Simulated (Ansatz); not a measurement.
# C₆H₁₅FO₃Sn: one species, many methods

One table from this session's results is given with a row withheld; the runs are named, their logs left out.

Method: functionals in def2-TZVPP, the program's frozen cores in correlated methods; program: Ansatz 0.2.0, Gaussian basis.

Levels to be run: LDA (SPW92), PBE-D4, revPBE-D4, BLYP-D4, r2SCAN-D4, B97M-V, PBE0-D4, B3LYP-D4, r2SCANh-D4, r2SCAN0-D4, HSE06-D4, BHLYP-D4, CAM-B3LYP-D4, LC-ωPBE, ωB97X-V, ωB97M-V, B2PLYP, PBE-QIDH; CCSD(T)/def2-SVP; CCSD(T)/def2-TZVPP; MP2/def2-QZVPP; extrapolation to the limit; RPA on PBE.

### Structure used throughout

An earlier PBE0-D4 in a triple-zeta def2 set relaxation fixed the geometry. Sn takes the def2 core potential; no spin-orbit term is included.

SMILES `CC[O][Sn]([F])([O]CC)[O]CC`, 26 atoms, charge 0, spin multiplicity 1.

Atoms are counted from 1 here; the program's logs count them from 0.

Bond lengths: C1–C2 1.508 Å, C1–H12 1.092 Å, C1–H13 1.093 Å, C1–H14 1.092 Å, C2–O3 1.423 Å, C2–H15 1.098 Å, C2–H16 1.097 Å, O3–Sn4 1.939 Å, Sn4–F5 1.908 Å, Sn4–O6 1.932 Å, Sn4–O9 1.932 Å, O6–C7 1.424 Å, C7–C8 1.508 Å, C7–H17 1.097 Å, C7–H18 1.098 Å, C8–H19 1.092 Å, C8–H20 1.093 Å, C8–H21 1.092 Å and more. Angles: C2–C1–H12 110.5°, C2–C1–H13 110.3°, C2–C1–H14 110.6°, H12–C1–H13 108.5°, H12–C1–H14 108.4°, H13–C1–H14 108.5°, C1–C2–O3 108.4°, C1–C2–H15 110.0°, C1–C2–H16 110.2°, O3–C2–H15 110.3°, O3–C2–H16 110.6°, H15–C2–H16 107.4°, C2–O3–Sn4 120.8°, O3–Sn4–F5 106.5°, O3–Sn4–O6 115.5°, O3–Sn4–O9 108.4°, F5–Sn4–O6 105.1°, F5–Sn4–O9 111.7° and more.

The first run:

File in.yaml:

```yaml
crystal:
  periodic: [false, false, false]
  atoms:
    - {symbol: C, position_ang: [0.873198, 2.307709, 3.089763]}
    - {symbol: C, position_ang: [-0.050662, 2.109338, 1.914385]}
    - {symbol: O, position_ang: [0.168201, 0.806326, 1.387263]}
    - {symbol: Sn, position_ang: [-0.935345, 0.118146, -0.050574]}
    - {symbol: F, position_ang: [-2.745367, 0.468509, 0.440472]}
    - {symbol: O, position_ang: [-0.703014, 0.980717, -1.763541]}
    - {symbol: C, position_ang: [0.417690, 0.654528, -2.579002]}
    - {symbol: C, position_ang: [0.265809, 1.371617, -3.896832]}
    - {symbol: O, position_ang: [-0.598010, -1.775731, -0.225992]}
    - {symbol: C, position_ang: [-0.534088, -2.612699, 0.924268]}
    - {symbol: C, position_ang: [-0.029912, -3.967882, 0.496303]}
    - {symbol: H, position_ang: [0.668195, 1.568294, 3.866386]}
    - {symbol: H, position_ang: [0.736389, 3.305020, 3.515599]}
    - {symbol: H, position_ang: [1.914976, 2.202479, 2.780435]}
    - {symbol: H, position_ang: [0.148377, 2.868850, 1.146755]}
    - {symbol: H, position_ang: [-1.094671, 2.226901, 2.230102]}
    - {symbol: H, position_ang: [0.475009, -0.428937, -2.741648]}
    - {symbol: H, position_ang: [1.350086, 0.963791, -2.087862]}
    - {symbol: H, position_ang: [-0.650429, 1.056326, -4.399392]}
    - {symbol: H, position_ang: [1.114668, 1.150011, -4.548823]}
    - {symbol: H, position_ang: [0.219308, 2.451234, -3.741804]}
    - {symbol: H, position_ang: [-1.529688, -2.705924, 1.376252]}
    - {symbol: H, position_ang: [0.133484, -2.181257, 1.680466]}
    - {symbol: H, position_ang: [-0.695080, -4.404505, -0.251159]}
    - {symbol: H, position_ang: [0.017786, -4.642659, 1.354868]}
    - {symbol: H, position_ang: [0.969093, -3.886299, 0.063516]}
basis:
  gaussian: {orbitals: def2-TZVPP}
hamiltonian: {xc: lda}
output: {orbitals: {seedname: orbitals}}
```

Command:

```
ansatz run in.yaml --threads 11 --pin off --events-out ev --progress --plain --max-ram 120832MiB --backend cuda --devices 0, --max-vram 75GiB
```

Steps of the session up to this table: LDA; PBE-D4 (GGA); revPBE-D4 (GGA); BLYP-D4 (GGA); r2SCAN-D4 (meta-GGA); B97M-V (meta-GGA); B3LYP-D4 (hybrid); r2SCANh-D4 (hybrid); r2SCAN0-D4 (hybrid); HSE06-D4 (hybrid); BHLYP-D4 (hybrid); CAM-B3LYP-D4 (range-separated); LC-ωPBE (range-separated); ωB97X-V (range-separated); ωB97M-V (range-separated); B2PLYP (double hybrid); PBE-QIDH (double hybrid).

One of the session's tables, all rows but one given; the rest of the session is left out.

It belongs to the step «Orbital energies across the functionals». 

```
  functional  HOMO (eV)  LUMO (eV)  gap (eV)
 LDA (SPW92)      -6.65      -3.03      3.62
      PBE-D4      -6.50      -2.66      3.85
   revPBE-D4      -6.44      -2.50      3.94
     BLYP-D4      -6.43      -2.61      3.82
   r2SCAN-D4          ?          ?         ?
      B97M-V      -6.98      -2.49      4.49
     PBE0-D4      -8.11      -1.65      6.46
    B3LYP-D4      -7.88      -1.99      5.89
  r2SCANh-D4      -7.45      -2.06      5.39
  r2SCAN0-D4      -8.35      -1.51      6.84
    HSE06-D4      -7.70      -2.02      5.68
    BHLYP-D4      -9.67      -0.62      9.04
CAM-B3LYP-D4      -9.59      -0.63      8.96
     LC-ωPBE     -10.91       0.75     11.66
     ωB97X-V     -10.60       0.55     11.14
     ωB97M-V     -10.53       0.37     10.90
```

Estimate the missing values for r2SCAN-D4.

Worked estimate for «HOMO (eV)». Against the share of exact exchange, r2SCANh-D4 (0.1, -7.45), r2SCAN0-D4 (0.25, -8.35) give a slope of -6.00 per unit share; at 0 the line stands at -6.85.

**Answer.** HOMO (eV): -6.84; LUMO (eV): -2.42; gap (eV): 4.42. In «HOMO (eV)» the line misses by -0.01.
